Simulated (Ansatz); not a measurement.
This script for Ansatz 0.2.0 through its Python package starts 4 runs on C3H6OSi, SMILES CC1=C[SiH2]O1. What input does the engine get in each?

`run_methods.py`
```python
from pathlib import Path

import ansatz as az
import numpy as np

params = {
    "basis_set": "cc-pVDZ",
}

geometry_ang = [
    ("C", (-1.6965, 0.6042, 0.1907)),
    ("C", (-0.2843, 0.1347, -0.0899)),
    ("C", (0.5335, -0.5137, 0.7422)),
    ("Si", (1.855, -0.5328, -0.5794)),
    ("O", (0.4367, 0.2228, -1.1962)),
    ("H", (-1.7453, 1.3876, 0.9985)),
    ("H", (-2.1138, 1.1357, -0.7143)),
    ("H", (-2.3549, -0.1745, 0.4348)),
    ("H", (0.4956, -0.8337, 1.8242)),
    ("H", (2.9396, 0.3751, -0.3946)),
    ("H", (1.9998, -1.8624, -1.1955)),
]
c3h6osi = az.Crystal.molecule()
for symbol, xyz in geometry_ang:
    c3h6osi = c3h6osi.atom(symbol, xyz)

calc = c3h6osi.calculation().basis(gaussian=params["basis_set"])

print("functional    E (Ha)        dipole (D)   HOMO (eV)  LUMO (eV)")
for name in ["b3lyp", "pbe", "blyp", "r2scan0"]:
    data = calc.functional(name).forces().orbitals().run(threads=1, backend="cpu", runs_dir="runs").report
    lines = Path(data["orbitals_path"]).read_text().splitlines()
    field_of = lambda key: [line.split("=")[1].strip() for line in lines if line.startswith(key)]
    orbitals = [(27.211386 * float(e), s, float(n)) for e, s, n in zip(field_of("Ene="), field_of("Spin="), field_of("Occup="))]
    homo = max(e for e, _, n in orbitals if n > 0.5)
    lumo = min(e for e, _, n in orbitals if n < 0.5)
    dipole = 4.803205 * np.linalg.norm(data["charge_distribution"]["dipole_moment_e_ang"])
    print(f"{name:10s} {data['free_energy_ev'] / 27.211386246:14.6f} {dipole:9.3f} {homo:11.3f} {lumo:10.3f}")
```

Run 1:
```yaml
crystal:
  periodic: [false, false, false]
  atoms:
    - { symbol: C, position_ang: [-1.6965, 0.6042, 0.1907] }
    - { symbol: C, position_ang: [-0.2843, 0.1347, -0.0899] }
    - { symbol: C, position_ang: [0.5335, -0.5137, 0.7422] }
    - { symbol: Si, position_ang: [1.855, -0.5328, -0.5794] }
    - { symbol: O, position_ang: [0.4367, 0.2228, -1.1962] }
    - { symbol: H, position_ang: [-1.7453, 1.3876, 0.9985] }
    - { symbol: H, position_ang: [-2.1138, 1.1357, -0.7143] }
    - { symbol: H, position_ang: [-2.3549, -0.1745, 0.4348] }
    - { symbol: H, position_ang: [0.4956, -0.8337, 1.8242] }
    - { symbol: H, position_ang: [2.9396, 0.3751, -0.3946] }
    - { symbol: H, position_ang: [1.9998, -1.8624, -1.1955] }
basis:
  gaussian:
    orbitals: cc-pVDZ
hamiltonian:
  xc: b3lyp
output:
  orbitals: {}
  forces: true
```

Run 2, against run 1:
```diff
-  xc: b3lyp
+  xc: pbe
```

Run 3, against run 1:
```diff
-  xc: b3lyp
+  xc: blyp
```

Run 4, against run 1:
```diff
-  xc: b3lyp
+  xc: r2scan0
```

`python run_methods.py` gives:
```text
functional    E (Ha)        dipole (D)   HOMO (eV)  LUMO (eV)
b3lyp         -482.615492     0.604      -5.578     -0.308
pbe           -482.205348     0.477      -4.623     -1.004
blyp          -482.508865     0.509      -4.421     -0.849
r2scan0       -482.437499     0.610      -6.026      0.090
```

Total energies depend on the basis set; only differences at equal settings carry meaning. The geometry is a force-field or estimated start, not a minimum of this method, and the basis set is short of its limit. A lower total doesn't mark the better method: functionals have no common bound, and MP2 and coupled cluster aren't variational. b3lyp holds the VWN-RPA fit, as in Gaussian; the form of ORCA and Turbomole is b3lyp5. Levels such as HOMO and LUMO are orbital energies: with these approximate functionals they aren't the ionisation energy and electron affinity, and their gap isn't the fundamental gap. For Al to Cl the sets with a tight d function, cc-pV(X+d)Z, are usual. Timing: 25 s on 1 thread of Arm Neoverse V1, on a shared host, peak memory 0.26 GiB.
